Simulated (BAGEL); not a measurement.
**SiN2H6O (SMILES N[SiH](N)O), step by step**

We compute the energy (HF/cc-pVDZ), then the energy (NEVPT2(2,2)/cc-pVDZ) of SiN2H6O. 

The calculation is run with BAGEL 1.2.2.

## Step 1: Starting point

SiN2H6O has 10 atoms, charge 0, and is taken as a singlet. As SMILES, `N[SiH](N)O`. The Si2–O4 distance was set to 3.791 Å, away from the relaxed value. At this shape a bond of the SMILES string is far longer than usual.

Bond lengths: N1–Si2 1.713 Å, Si2–N3 1.706 Å, N1–H5 1.007 Å, N1–H6 1.007 Å, Si2–H7 1.482 Å, N3–H8 1.007 Å, N3–H9 1.006 Å, O4–H10 0.959 Å. Angles: N1–Si2–N3 104.7°, N1–Si2–H7 118.9°, N3–Si2–H7 106.1°, Si2–N1–H5 119.8°, Si2–N1–H6 119.6°, Si2–N3–H8 121.6°, Si2–N3–H9 120.9°, H5–N1–H6 111.3°, H8–N3–H9 111.9°.

## Step 2: A single-point energy at HF/cc-pVDZ (density fitting with svp-jkfit) (run 1)

input.json

```json
{ "bagel": [

{
  "title": "molecule",
  "basis": "cc-pvdz.json",
  "df_basis": "svp-jkfit",
  "angstrom": false,
  "geometry": [
    { "atom": "N", "xyz": [    -3.22054118,     2.79812692,     3.35412214 ] },
    { "atom": "Si", "xyz": [    -0.82474640,     0.66311435,     3.77912155 ] },
    { "atom": "N", "xyz": [    -2.22484449,    -1.86061489,     5.21588032 ] },
    { "atom": "O", "xyz": [     2.28033251,    -0.22355460,    -2.61575890 ] },
    { "atom": "H", "xyz": [    -2.92801158,     4.34921412,     2.29134017 ] },
    { "atom": "H", "xyz": [    -4.42561953,     3.15679694,     4.78275509 ] },
    { "atom": "H", "xyz": [     1.34919453,     1.36949397,     5.39842786 ] },
    { "atom": "H", "xyz": [    -3.87816587,    -2.56964014,     4.59661707 ] },
    { "atom": "H", "xyz": [    -1.18379436,    -3.17038407,     6.11898043 ] },
    { "atom": "H", "xyz": [     1.17314198,    -0.59979907,    -3.99979432 ] }
  ]
},

{
  "title": "hf"
},

{
  "title": "print",
  "file": "orbitals.molden",
  "orbitals": true
}

]}
```

The basis set cc-pVDZ is read from a file made from the Basis Set Exchange's data (not shown).

Run with:

```sh
BAGEL_NUM_THREADS=1 BAGEL input.json > input.out
```

Output:

```text
* using 1 threads per process

  ===============================================================
  ===============================================================

  *** Geometry ***

  { "atom" : "N", "xyz" : [     -3.220541,      2.798127,      3.354122 ] },
  { "atom" : "Si", "xyz" : [     -0.824746,      0.663114,      3.779122 ] },
  { "atom" : "N", "xyz" : [     -2.224844,     -1.860615,      5.215880 ] },
  { "atom" : "O", "xyz" : [      2.280333,     -0.223555,     -2.615759 ] },
  { "atom" : "H", "xyz" : [     -2.928012,      4.349214,      2.291340 ] },
  { "atom" : "H", "xyz" : [     -4.425620,      3.156797,      4.782755 ] },
  { "atom" : "H", "xyz" : [      1.349195,      1.369494,      5.398428 ] },
  { "atom" : "H", "xyz" : [     -3.878166,     -2.569640,      4.596617 ] },
  { "atom" : "H", "xyz" : [     -1.183794,     -3.170384,      6.118980 ] },
  { "atom" : "H", "xyz" : [      1.173142,     -0.599799,     -3.999794 ] },

  Number of auxiliary basis functions:      467

  Since a DF basis is specified, we compute 2- and 3-index integrals:
    o Being stored without compression. Storage requirement is 0.030 GB

  Number of basis functions:       90
  Number of electrons      :       42

    * METHOD: MOLECULE                             0.23

  *** RHF ***

  === Nuclear Repulsion ===
   152.2373612264

      * DIIS with orbital gradients will be used.

  === RHF iteration (cc-pvdz.json) ===
      0       -475.46988323          0.02309746           0.06
      1       -474.83760212          0.02911392           0.06
      2       -475.89714378          0.01064552           0.06
      3       -475.98165899          0.00452496           0.06
      4       -476.00623188          0.00190499           0.06
      5       -476.01493253          0.00082809           0.06
      6       -476.01798688          0.00104490           0.06
      7       -476.01925724          0.00039257           0.06
      8       -476.02009465          0.00018785           0.06
      9       -476.02025432          0.00012980           0.06
     10       -476.02042201          0.00009227           0.06
     11       -476.02052460          0.00006123           0.06
     12       -476.02055612          0.00002993           0.06
     13       -476.02056171          0.00001450           0.06
     14       -476.02056241          0.00000734           0.06
     15       -476.02056265          0.00000566           0.06
     16       -476.02056269          0.00000081           0.06
     17       -476.02056269          0.00000041           0.06
     18       -476.02056269          0.00000011           0.06
     19       -476.02056269          0.00000006           0.06
     20       -476.02056269          0.00000003           0.06
     21       -476.02056269          0.00000001           0.06
     22       -476.02056269          0.00000001           0.06
    * SCF iteration converged.

    * Permanent dipole moment:
           (    2.358101,    -0.278361,    -3.240554) a.u.

    * METHOD: HF                                   1.51

    * METHOD: PRINT                                0.02

  ===============================================================
```

It took 1.9 s on 1 thread of Arm Neoverse V1, shared host; peak memory 0.15 GiB.

## Step 3: The energy at NEVPT2(2,2)/cc-pVDZ (density fitting with svp-jkfit) (run 2)

calc.json

```json
{ "bagel" : [

{
  "title" : "molecule",
  "basis" : "cc-pvdz.json",
  "df_basis" : "svp-jkfit",
  "geometry" : [
    { "atom" : "N", "xyz" : [ -3.22054118,  2.79812692,  3.35412214 ] },
    { "atom" : "Si", "xyz" : [ -0.82474640,  0.66311435,  3.77912155 ] },
    { "atom" : "N", "xyz" : [ -2.22484449, -1.86061489,  5.21588032 ] },
    { "atom" : "O", "xyz" : [  2.28033251, -0.22355460, -2.61575890 ] },
    { "atom" : "H", "xyz" : [ -2.92801158,  4.34921412,  2.29134017 ] },
    { "atom" : "H", "xyz" : [ -4.42561953,  3.15679694,  4.78275509 ] },
    { "atom" : "H", "xyz" : [  1.34919453,  1.36949397,  5.39842786 ] },
    { "atom" : "H", "xyz" : [ -3.87816587, -2.56964014,  4.59661707 ] },
    { "atom" : "H", "xyz" : [ -1.18379436, -3.17038407,  6.11898043 ] },
    { "atom" : "H", "xyz" : [  1.17314198, -0.59979907, -3.99979432 ] }
  ]
},
{ "title" : "hf" },
{ "title" : "nevpt2", "nstate" : 1, "nact" : 2, "nclosed" : 20, "active" : [21, 22], "maxiter" : 200, "natocc" : true, "ncore" : 8 },
{ "title" : "print", "file" : "orbitals.molden", "orbitals" : true }

]}
```

The basis set cc-pVDZ is read from a file made from the Basis Set Exchange's data (not shown).

Run with:

```sh
BAGEL_NUM_THREADS=1 BAGEL calc.json > calc.out
```

Output:

```text
* using 1 threads per process

  ===============================================================
  ===============================================================

  *** Geometry ***

  { "atom" : "N", "xyz" : [     -3.220541,      2.798127,      3.354122 ] },
  { "atom" : "Si", "xyz" : [     -0.824746,      0.663114,      3.779122 ] },
  { "atom" : "N", "xyz" : [     -2.224844,     -1.860615,      5.215880 ] },
  { "atom" : "O", "xyz" : [      2.280333,     -0.223555,     -2.615759 ] },
  { "atom" : "H", "xyz" : [     -2.928012,      4.349214,      2.291340 ] },
  { "atom" : "H", "xyz" : [     -4.425620,      3.156797,      4.782755 ] },
  { "atom" : "H", "xyz" : [      1.349195,      1.369494,      5.398428 ] },
  { "atom" : "H", "xyz" : [     -3.878166,     -2.569640,      4.596617 ] },
  { "atom" : "H", "xyz" : [     -1.183794,     -3.170384,      6.118980 ] },
  { "atom" : "H", "xyz" : [      1.173142,     -0.599799,     -3.999794 ] },

  Number of auxiliary basis functions:      467

  Since a DF basis is specified, we compute 2- and 3-index integrals:
    o Being stored without compression. Storage requirement is 0.030 GB

  Number of basis functions:       90
  Number of electrons      :       42

    * METHOD: MOLECULE                             0.23

  *** RHF ***

  === Nuclear Repulsion ===
   152.2373612264

      * DIIS with orbital gradients will be used.

  === RHF iteration (cc-pvdz.json) ===
      0       -475.46988323          0.02309746           0.06
      1       -474.83760212          0.02911392           0.06
      2       -475.89714378          0.01064552           0.06
      3       -475.98165899          0.00452496           0.06
      4       -476.00623188          0.00190499           0.06
      5       -476.01493253          0.00082809           0.06
      6       -476.01798688          0.00104490           0.06
      7       -476.01925724          0.00039257           0.06
      8       -476.02009465          0.00018785           0.06
      9       -476.02025432          0.00012980           0.06
     10       -476.02042201          0.00009227           0.06
     11       -476.02052460          0.00006123           0.06
     12       -476.02055612          0.00002993           0.06
     13       -476.02056171          0.00001450           0.06
     14       -476.02056241          0.00000734           0.06
     15       -476.02056265          0.00000566           0.06
     16       -476.02056269          0.00000081           0.06
     17       -476.02056269          0.00000041           0.06
     18       -476.02056269          0.00000011           0.06
     19       -476.02056269          0.00000006           0.06
     20       -476.02056269          0.00000003           0.06
     21       -476.02056269          0.00000001           0.06
     22       -476.02056269          0.00000001           0.06
    * SCF iteration converged.

    * Permanent dipole moment:
           (    2.358101,    -0.278361,    -3.240554) a.u.

    * METHOD: HF                                   1.55

    * freezing 8 orbitals
  ---------------------------
      CASSCF calculation
  ---------------------------

    ==== Active orbitals : =====
         Orbital 21
         Orbital 22
    ============================

    * nstate   :      1
    * nclosed  :     20
    * nact     :      2
    * nvirt    :     68
  === CASSCF iteration (cc-pvdz.json) ===

    * Using the second-order algorithm

      0  0      -476.09220928     1.82e-02      0.02

      1  0      -476.14070053     1.77e-03      0.46

      2  0      -476.14178827     4.60e-04      0.50

      3  0      -476.14186227     1.28e-04      0.50

      4  0      -476.14186789     3.50e-05      0.49

      5  0      -476.14186831     9.54e-06      0.49

      6  0      -476.14186834     2.60e-06      0.48

      7  0      -476.14186835     7.09e-07      0.50

      8  0      -476.14186835     1.93e-07      0.46

      9  0      -476.14186835     5.27e-08      0.45

     10  0      -476.14186835     1.44e-08      0.41

     11  0      -476.14186835     3.89e-09      0.31

    * Second-order optimization converged. *

     guess   0:   closed 1.                   open ..

  === FCI iteration ===

      0  0      -475.96790816     1.18e-01      0.00
      1  0      -476.12286089     3.85e-02      0.00
      2  0 *    -476.14186835     3.75e-16      0.00

     * ci vector, state   0, <S^2> = 0.0000
       2.     0.7829459208
       .2    -0.6220897725

  === DF-NEVPT2 calculation ===

    * 3-index integral transformation done
    * assembly done

      NEVPT2 correlation energy:   -0.5822260208      0.23

          (+0)     -0.4967354860
          (+0)'    -0.0119768469
          (+1)     -0.0193468824
          (+1)'    -0.0000000000
          (+2)     -0.0000796503
          (-1)     -0.0539333866
          (-1)'     0.0000000000
          (-2)     -0.0001537685

      NEVPT2 total energy:       -476.7240943664

    * METHOD: NEVPT2                               5.59

    * METHOD: PRINT                                0.02

  ===============================================================
```

It took 7.5 s on 1 thread of Arm Neoverse V1, shared host; peak memory 0.15 GiB.

## Step 4: Outcome

| quantity | value |
| --- | --- |
| run 1, HF/cc-pVDZ: total energy | -476.02056 Eh |
| run 1, HF/cc-pVDZ: dipole moment | 10.21 D |
| run 1, HF/cc-pVDZ: HOMO energy | -6.56 eV |
| run 1, HF/cc-pVDZ: LUMO energy | -0.61 eV |
| run 1, HF/cc-pVDZ: HOMO–LUMO gap | 5.95 eV |
| run 2, NEVPT2(2,2)/cc-pVDZ: total energy | -476.72409 Eh |

What this shows: One bond (run 1, HF/cc-pVDZ) is far stretched, which a spin-restricted single reference describes badly; a broken-symmetry solution may lie lower.
